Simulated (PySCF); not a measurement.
# FeSBr: one geometry, several methods

Aim: at the PBE0 minimum of broken-symmetry (Ms = 3/2) FeSBr, found before, compare methods on energies and levels.

Method: several methods, basis Fe def2-SVP, S def2-SVP, Br def2-SVP, no relativity, density fitting; program: PySCF 2.14.0.

## Step 1: Starting geometry

3 atoms, charge 0, spin multiplicity 4.

Bond lengths: Fe1–S2 2.179 Å, Fe1–Br3 2.296 Å. Angles: S2–Fe1–Br3 180.0°.

Z-matrix (Å, degrees; charge 0 multiplicity 4):
```
Fe
S  1 2.1794
Br 1 2.2965 2 180.00
```

## Step 2: PBE0

One driver script runs all steps and calls PySCF; scf.py shows the equivalent input of each level. Each SCF starts from the density of the minimum. The driver also runs the species with one electron less or more at the same geometry (one less: multiplicity 3, one more: multiplicity 5); their logs are not shown.

scf.py

```python
from pyscf import gto, scf, dft
mol = gto.M(atom='''
Fe     0.000000    -0.000000    -0.668587
S      0.000000     0.000000    -2.848017
Br    -0.000000     0.000000     1.627908''',
    basis={'Fe': 'def2-SVP', 'S': 'def2-SVP', 'Br': 'def2-SVP'},
    charge=0, spin=3)
mf = dft.UKS(mol, xc='PBE0')
mf.grids.atom_grid = (99, 590)
aux = {'Fe': 'def2-universal-JKFIT', 'S': 'def2-universal-JKFIT', 'Br': 'def2-universal-JKFIT'}
mf = mf.density_fit(auxbasis=aux)
mf.kernel()
```

The log of the run:

```text
init E= -4234.84473273421
[... the frontier-level lines of each cycle are left out ...]
cycle= 1 E= -4234.84473273458  delta_E= -3.63e-10  |g|= 5.38e-06  |ddm|= 3.46e-05
Extra cycle  E= -4234.84473273469  delta_E= -1.14e-10  |g|= 4.61e-06  |ddm|= 2.14e-05
converged SCF energy = -4234.84473273469  <S^2> = 4.6289468  2S+1 = 4.4176676
```

This level, with the species of one electron less or more, ran for 40 s (4 threads, shared host).

- energy: -4234.844733 Eh
- one electron less (charge +1): -4234.497158 Eh (triplet, ⟨S²⟩ 3.64)
- one electron more (charge -1): -4234.933865 Eh (quintet, ⟨S²⟩ 6.02)
- Mulliken charge of Fe1: +0.61 e

## Step 3: HF

scf.py: that of step 2 with these lines changed.

```diff
@@ -8,2 +8 @@
-mf = dft.UKS(mol, xc='PBE0')
-mf.grids.atom_grid = (99, 590)
+mf = scf.UHF(mol)
```

The log of the run:

```text
init E= -4231.82002527531
[... the frontier-level lines of each cycle are left out ...]
cycle= 1 E= -4231.86383712237  delta_E= -0.0438  |g|= 0.0839  |ddm|= 0.305
cycle= 2 E= -4231.87052569701  delta_E= -0.00669  |g|= 0.036  |ddm|= 0.127
cycle= 3 E= -4231.87172773278  delta_E= -0.0012  |g|= 0.0165  |ddm|= 0.0429
cycle= 4 E= -4231.87214428617  delta_E= -0.000417  |g|= 0.00351  |ddm|= 0.0387
cycle= 5 E= -4231.87216675167  delta_E= -2.25e-05  |g|= 0.00188  |ddm|= 0.00785
cycle= 6 E= -4231.87217349617  delta_E= -6.74e-06  |g|= 0.00146  |ddm|= 0.00327
cycle= 7 E= -4231.8721808454  delta_E= -7.35e-06  |g|= 0.00137  |ddm|= 0.00336
cycle= 8 E= -4231.87219203285  delta_E= -1.12e-05  |g|= 0.0013  |ddm|= 0.0052
cycle= 9 E= -4231.87222877494  delta_E= -3.67e-05  |g|= 0.00107  |ddm|= 0.0194
cycle= 10 E= -4231.87228398757  delta_E= -5.52e-05  |g|= 0.000768  |ddm|= 0.0446
cycle= 11 E= -4231.87228856503  delta_E= -4.58e-06  |g|= 0.000544  |ddm|= 0.00621
cycle= 12 E= -4231.87229846209  delta_E= -9.9e-06  |g|= 0.000341  |ddm|= 0.0279
cycle= 13 E= -4231.87229858894  delta_E= -1.27e-07  |g|= 5.6e-05  |ddm|= 0.00127
cycle= 14 E= -4231.87229861159  delta_E= -2.27e-08  |g|= 3.22e-05  |ddm|= 0.00139
cycle= 15 E= -4231.87229861259  delta_E= -9.95e-10  |g|= 7.01e-06  |ddm|= 7.61e-05
Extra cycle  E= -4231.87229861264  delta_E= -5.46e-11  |g|= 3.27e-06  |ddm|= 1.33e-05
converged SCF energy = -4231.87229861264  <S^2> = 4.7463209  2S+1 = 4.4704903
```

This level, with the species of one electron less or more, took 3.8 s.

- energy: -4231.872299 Eh
- one electron less (charge +1): -4231.551988 Eh (triplet, ⟨S²⟩ 3.97)
- one electron more (charge -1): -4231.902574 Eh (quintet, ⟨S²⟩ 6.03)
- Mulliken charge of Fe1: +0.87 e

## Step 4: MP2

scf.py: that of step 3 with these lines changed.

```diff
@@ -11,0 +12,2 @@
+from pyscf.mp import dfump2
+dfump2.DFUMP2(mf, frozen=19).kernel()  # the driver gives MP2 a fitting basis of its own (RI)
```

The log of the run:

```text
init E= -4231.82002527531
[... the frontier-level lines of each cycle are left out ...]
cycle= 1 E= -4231.86383712237  delta_E= -0.0438  |g|= 0.0839  |ddm|= 0.305
cycle= 2 E= -4231.87052569701  delta_E= -0.00669  |g|= 0.036  |ddm|= 0.127
cycle= 3 E= -4231.87172773277  delta_E= -0.0012  |g|= 0.0165  |ddm|= 0.0429
cycle= 4 E= -4231.87214428617  delta_E= -0.000417  |g|= 0.00351  |ddm|= 0.0387
cycle= 5 E= -4231.87216675167  delta_E= -2.25e-05  |g|= 0.00188  |ddm|= 0.00785
cycle= 6 E= -4231.87217349618  delta_E= -6.74e-06  |g|= 0.00146  |ddm|= 0.00327
cycle= 7 E= -4231.8721808454  delta_E= -7.35e-06  |g|= 0.00137  |ddm|= 0.00336
cycle= 8 E= -4231.87219203285  delta_E= -1.12e-05  |g|= 0.0013  |ddm|= 0.0052
cycle= 9 E= -4231.87222877494  delta_E= -3.67e-05  |g|= 0.00107  |ddm|= 0.0194
cycle= 10 E= -4231.87228398757  delta_E= -5.52e-05  |g|= 0.000768  |ddm|= 0.0446
cycle= 11 E= -4231.87228856503  delta_E= -4.58e-06  |g|= 0.000544  |ddm|= 0.00621
cycle= 12 E= -4231.87229846209  delta_E= -9.9e-06  |g|= 0.000341  |ddm|= 0.0279
cycle= 13 E= -4231.87229858894  delta_E= -1.27e-07  |g|= 5.6e-05  |ddm|= 0.00127
cycle= 14 E= -4231.87229861159  delta_E= -2.27e-08  |g|= 3.22e-05  |ddm|= 0.00139
cycle= 15 E= -4231.87229861259  delta_E= -9.94e-10  |g|= 7.01e-06  |ddm|= 7.61e-05
Extra cycle  E= -4231.87229861264  delta_E= -5.18e-11  |g|= 3.27e-06  |ddm|= 1.33e-05
converged SCF energy = -4231.87229861264  <S^2> = 4.7463209  2S+1 = 4.4704903
```

This level, with the species of one electron less or more, took 4.6 s.

- energy: -4232.450787 Eh
- one electron less (charge +1): -4232.110536 Eh (triplet, ⟨S²⟩ 3.97)
- one electron more (charge -1): -4232.520625 Eh (quintet, ⟨S²⟩ 6.03)
- MP2 correlation in its own fitting basis (same spin, opposite spin): -0.57849 Eh (-0.19369, -0.38480)

## Step 5: PBE

scf.py: that of step 4 with these lines changed.

```diff
@@ -8 +8,2 @@
-mf = scf.UHF(mol)
+mf = dft.UKS(mol, xc='PBE')
+mf.grids.atom_grid = (99, 590)
@@ -12,2 +12,0 @@
-from pyscf.mp import dfump2
-dfump2.DFUMP2(mf, frozen=19).kernel()  # the driver gives MP2 a fitting basis of its own (RI)
```

The log of the run:

```text
init E= -4234.6942035403
[... the frontier-level lines of each cycle are left out ...]
cycle= 1 E= -4234.68713246478  delta_E= 0.00707  |g|=  0.2  |ddm|= 0.424
cycle= 2 E= -4233.25526917155  delta_E= 1.43  |g|= 1.49  |ddm|= 1.77
cycle= 3 E= -4234.69641076768  delta_E= -1.44  |g|= 0.124  |ddm|= 1.68
cycle= 4 E= -4234.68525604232  delta_E= 0.0112  |g|= 0.17  |ddm|= 0.449
cycle= 5 E= -4234.70691408113  delta_E= -0.0217  |g|= 0.0388  |ddm|= 0.319
cycle= 6 E= -4234.70788397786  delta_E= -0.00097  |g|= 0.0214  |ddm|= 0.0563
cycle= 7 E= -4234.70803780259  delta_E= -0.000154  |g|= 0.0138  |ddm|= 0.0393
cycle= 8 E= -4234.70809496958  delta_E= -5.72e-05  |g|= 0.00661  |ddm|= 0.0366
cycle= 9 E= -4234.70812435544  delta_E= -2.94e-05  |g|= 0.000918  |ddm|= 0.0167
cycle= 10 E= -4234.70812487462  delta_E= -5.19e-07  |g|= 0.00047  |ddm|= 0.00224
cycle= 11 E= -4234.7081250148  delta_E= -1.4e-07  |g|= 0.000165  |ddm|= 0.000894
cycle= 12 E= -4234.70812504574  delta_E= -3.09e-08  |g|= 6.99e-05  |ddm|= 0.000531
cycle= 13 E= -4234.7081250524  delta_E= -6.66e-09  |g|= 3.25e-05  |ddm|= 0.000316
cycle= 14 E= -4234.70812505401  delta_E= -1.61e-09  |g|= 1.34e-05  |ddm|= 0.00014
cycle= 15 E= -4234.70812505539  delta_E= -1.39e-09  |g|= 1.32e-05  |ddm|= 0.000142
cycle= 16 E= -4234.70812505831  delta_E= -2.91e-09  |g|= 1.28e-05  |ddm|= 0.000304
cycle= 17 E= -4234.70812507586  delta_E= -1.76e-08  |g|= 1.24e-05  |ddm|= 0.00194
cycle= 18 E= -4234.7081251089  delta_E= -3.3e-08  |g|= 1.07e-05  |ddm|= 0.00431
cycle= 19 E= -4234.70812512964  delta_E= -2.07e-08  |g|= 8.54e-06  |ddm|= 0.00346
cycle= 20 E= -4234.70812515244  delta_E= -2.28e-08  |g|= 6.64e-06  |ddm|= 0.00567
cycle= 21 E= -4234.70812516128  delta_E= -8.84e-09  |g|= 3.94e-06  |ddm|= 0.00541
cycle= 22 E= -4234.70812516142  delta_E= -1.46e-10  |g|= 5.42e-06  |ddm|= 0.00034
Extra cycle  E= -4234.70812516102  delta_E= 3.99e-10  |g|= 3.02e-05  |ddm|= 2.93e-05
converged SCF energy = -4234.70812516102  <S^2> = 4.3419154  2S+1 = 4.285751
```

This level, with the species of one electron less or more, took 20 s.

```
energy                        : -4234.708125 Eh
one electron less (charge +1) : -4234.377690 Eh (triplet, ⟨S²⟩ 3.05)
Mulliken charge of Fe1        : +0.46 e
```

## Step 6: The ladder

| level | atomisation energy (kJ/mol) | vertical ionisation energy (eV) | vertical electron affinity (eV) | −ε(HOMO) (eV) | gap (eV) | dipole (D) | wall time |
| --- | --- | --- | --- | --- | --- | --- | --- |
| PBE0 | 652 | 9.46 | 2.43 | 7.23 | 2.70 | 0.57 | 40 s |
| HF | 428 | 8.72 | 0.82 | 9.90 | 10.03 | 0.55 | 3.8 s |
| MP2 | – | 9.26 | 1.90 | – | – | – | 4.6 s |
| PBE | 731 | 8.99 | – | 5.35 | -0.28 | 0.15 | 20 s |

Times are for 4 threads, shared host; PBE0 starts from its own converged density, so its time is not comparable. A dash stands where a species or a free atom was not run at that level, or the quantity is not defined.

Atomisation goes to high-spin atoms in their ground configurations, run at the same level, without zero-point energy.

## Step 7: Results

| quantity | value |
| --- | --- |
| atomisation energy, range | 428 (HF) to 731 (PBE) kJ/mol |
| vertical ionisation energy, range | 8.72 (HF) to 9.46 (PBE0) eV |
| vertical electron affinity, range | 0.82 (HF) to 2.43 (PBE0) eV |
| orbital gap, range | -0.28 (PBE) to 10.03 (HF) eV |

What this shows: The atomisation energy spreads over 302 kJ/mol, from HF to PBE; without a CCSD(T) value for it there is no yardstick here. A negative gap means that an empty level lies below a filled one. Spin contamination is strong in at least one of the open-shell species at PBE0, HF, MP2, PBE. Without diffuse functions electron affinities tend to come out too low. The determinant is spin-contaminated (⟨S²⟩ = 4.63, pure value 3.75). Open d and f shells are described by one determinant, and the ground state may have another occupation or spin.
